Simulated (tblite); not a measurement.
# C6H18GaNSi: the cost of one run

The runs use tblite 0.8.0 and PySCF 2.14.0, with density-fitted response routines of our own; the level of theory stands in each step. All values are computed, except where a source is named. Atoms are numbered from 0 throughout.

## Step 1: The molecule as given

27 atoms, charge 0, multiplicity 1; geometry from: force field or distance geometry start.

Bonds of the start (Å): C0–N1 1.48, N1–C2 1.47, N1–Ga3 1.92, Ga3–C4 1.94, C4–C5 1.52, C5–C6 1.55, C6–C7 1.56, C7–Si8 1.88, C6–N1 1.50, C0–H9 1.11, C0–H10 1.12, C0–H11 1.11, C2–H12 1.11, C2–H13 1.12, C2–H14 1.11, Ga3–H15 1.59, Ga3–H16 1.61, C4–H17 1.11, C4–H18 1.11, C5–H19 1.12, C5–H20 1.11, C6–H21 1.11, C7–H22 1.11, C7–H23 1.10, Si8–H24 1.47, Si8–H25 1.47, Si8–H26 1.47.

## Step 2: Geometry optimisation with GFN2-xTB

What the job is given:

```
{"job": {"kind": "relax", "xc": "GFN2-xTB", "basis": "xTB"}, "charge": 0, "multiplicity": 1}
C     -1.674700    -0.019400     1.229900
N     -1.087700    -0.211500    -0.116900
C     -1.555100    -1.486900    -0.691300
Ga    -1.610000     1.251100    -1.241200
C      0.127800     2.121200    -1.232300
C      0.869000     1.354700    -0.152800
C      0.414900    -0.127400    -0.120900
C      1.092000    -0.898200     1.054200
Si     2.923600    -1.214000     0.767300
H     -1.473900    -0.877500     1.906300
H     -2.793200     0.069200     1.155400
H     -1.304100     0.905300     1.714600
H     -1.265600    -2.352000    -0.064700
H     -2.670700    -1.488700    -0.767800
H     -1.163400    -1.623300    -1.718500
H     -2.013300     0.733300    -2.693600
H     -2.726200     2.165300    -0.522400
H      0.055200     3.198100    -0.995300
H      0.613300     1.978300    -2.221900
H      0.683900     1.836900     0.839600
H      1.961100     1.432300    -0.343200
H      0.791500    -0.582100    -1.062800
H      0.626700    -1.894200     1.180000
H      0.964400    -0.357300     2.005600
H      3.659900     0.063700     0.790500
H      3.423300    -2.077000     1.844000
H      3.111500    -1.873500    -0.529600
```

Started as:

```bash
$ OMP_NUM_THREADS=1 python probes_run.py task.json out
```

The driver reads the jobs from task.json and runs them one after another.

**Question.** How long does this first job take on 1 thread of Intel Xeon at 2.70GHz, shared host, and how much memory does it need?

About 2.1 s, with a peak of 0.19 GiB.
